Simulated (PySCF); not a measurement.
# O4Si4: the cost of one run

Method: relaxation, pbe, def2-tzvp, and further levels as typed in the inputs, in PySCF 2.14.0.

1 further run of the same task is left out (it didn't finish).

### Step 1. The starting structure

Bond lengths: O1–Si2 1.718 Å, Si2–O3 1.718 Å, O1–Si4 1.718 Å, O3–Si4 1.718 Å, Si4–O5 1.680 Å, O5–Si6 1.680 Å, Si6–Si7 2.350 Å, Si4–O8 1.680 Å, Si7–O8 1.680 Å. Angles: O1–Si2–O3 90.0°, Si2–O1–Si4 90.0°, Si2–O3–Si4 90.0°, O1–Si4–O3 90.0°, O1–Si4–O5 113.7°, O1–Si4–O8 121.5°, O3–Si4–O5 118.2°, O3–Si4–O8 106.2°, O5–Si4–O8 106.9°, Si4–O5–Si6 107.3°, O5–Si6–Si7 103.2°, Si6–Si7–O8 83.9°, Si4–O8–Si7 113.3°.

As a file:

```xyz
8

O    -0.9316    1.2571   -1.5834
Si   -2.5820    0.7909   -1.6891
O    -2.2866   -0.5024   -0.5972
Si   -0.6362   -0.0362   -0.4915
O    -0.0459    0.4620    1.0003
Si    1.5144   -0.1431    1.1480
Si    1.9172   -1.1052   -0.9579
O     0.2601   -1.3818   -0.9482
```

### Step 2. Relaxation: O4Si4, charge +1

Input file run.py:

```python
from pyscf import gto, dft
from pyscf.geomopt.geometric_solver import optimize
mol = gto.M(atom="mol.xyz", basis="def2-tzvp", charge=1, spin=1, verbose=4)
mf = dft.UKS(mol, xc="pbe").density_fit().run(conv_tol=1e-9)
for i in range(6):  # look for a lower solution of the same spin
    mo, _, ok, _ = mf.stability(return_status=True)
    if ok: break
    mf.kernel(mf.make_rdm1(mo, mf.mo_occ))
print(f"converged SCF energy = {mf.e_tot:.10f}, stable: {ok}")
mf = mf.newton()  # steadier than the usual iterations for open shells
m = optimize(mf, maxsteps=60)
print("optimised structure (A):")
for k in range(m.natm): print(m.atom_symbol(k), *(f"{x:.8f}" for x in m.atom_coords(unit="A")[k]))
```

Launch:

```sh
python run.py
```

**Question.** How long does this run take on 2 threads of Arm Neoverse V2, shared host?

About 45 min.
